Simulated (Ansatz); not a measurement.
**C2H8BNO: small, medium and large basis sets**

Aim: see how fast density functionals converge with the basis set for C2H8BNO.

Program: Ansatz 0.2.0, Gaussian basis. Level of theory: one geometry, several basis sets. These are calculated values, not measurements.

Levels to be run: PBE0-D4/def2-SVP; ωB97M-V/def2-SVP; PBE0-D4/def2-QZVPP; ωB97M-V/def2-QZVPP; the functionals' def2-TZVPP values are taken from earlier runs.

**1. The relaxed structure**

An earlier PBE0-D4 in a triple-zeta def2 set relaxation fixed the geometry.

SMILES `COB(C)N`, 13 atoms, charge 0, spin multiplicity 1.

Atoms are counted from 1 here; the program's logs count them from 0.

Bond lengths: C1–O2 1.403 Å, C1–H6 1.096 Å, C1–H7 1.096 Å, C1–H8 1.091 Å, O2–B3 1.375 Å, B3–C4 1.577 Å, B3–N5 1.405 Å, C4–H9 1.092 Å, C4–H10 1.095 Å, C4–H11 1.095 Å, N5–H12 1.002 Å, N5–H13 1.005 Å. Angles: O2–C1–H6 111.9°, O2–C1–H7 111.9°, O2–C1–H8 108.0°, H6–C1–H7 108.3°, H6–C1–H8 108.4°, H7–C1–H8 108.4°, C1–O2–B3 121.5°, O2–B3–C4 122.6°, O2–B3–N5 115.7°, C4–B3–N5 121.7°, B3–C4–H9 112.8°, B3–C4–H10 111.2°, B3–C4–H11 111.2°, H9–C4–H10 107.5°, H9–C4–H11 107.5°, H10–C4–H11 106.1°, B3–N5–H12 123.1°, B3–N5–H13 122.2° and more.

**2. PBE0-D4 in def2-SVP**

Input file in.yaml:

```yaml
crystal:
  periodic: [false, false, false]
  atoms:
    - {symbol: C, position_ang: [-1.624551, 0.183947, 0.962544]}
    - {symbol: O, position_ang: [-0.790384, 0.890942, 0.082808]}
    - {symbol: B, position_ang: [0.372198, 0.340556, -0.404071]}
    - {symbol: C, position_ang: [0.853298, -1.110064, -0.015661]}
    - {symbol: N, position_ang: [1.113104, 1.156093, -1.276485]}
    - {symbol: H, position_ang: [-2.005011, -0.738904, 0.511151]}
    - {symbol: H, position_ang: [-1.109371, -0.075113, 1.894018]}
    - {symbol: H, position_ang: [-2.474732, 0.822956, 1.206446]}
    - {symbol: H, position_ang: [1.795310, -1.385657, -0.493736]}
    - {symbol: H, position_ang: [0.108944, -1.863013, -0.294661]}
    - {symbol: H, position_ang: [0.992086, -1.205523, 1.066261]}
    - {symbol: H, position_ang: [1.976415, 0.867094, -1.695927]}
    - {symbol: H, position_ang: [0.813093, 2.081886, -1.527885]}
basis:
  gaussian: {orbitals: def2-SVP}
hamiltonian: {xc: pbe0, dispersion: d4}
output: {orbitals: {seedname: orbitals}}
```

Command:

```bash
> ansatz run in.yaml --threads 4 --pin off --events-out ev --progress --plain --max-ram 10444MiB
```

Further steps of the session: ωB97M-V in def2-SVP; PBE0-D4 in def2-QZVPP; ωB97M-V in def2-QZVPP.

Before running them: what should the planned runs give, taken together? Wanted: PBE0-D4: double and triple zeta above quadruple; ωB97M-V: double and triple zeta above quadruple.

**Answer**, as computed:

| quantity | value |
| --- | --- |
| PBE0-D4: double and triple zeta above quadruple | 7.70, 0.38 eV |
| ωB97M-V: double and triple zeta above quadruple | 8.00, 0.37 eV |

What this shows: For PBE0-D4 the step from double to triple zeta gains 7.31 eV and the next only 0.38 eV. Total energies overstate the basis error of differences, where much of it tends to cancel. The LUMO of ωB97M-V is positive and keeps falling with the basis (3.42 to 1.67 eV): an unbound level that the basis holds in place.
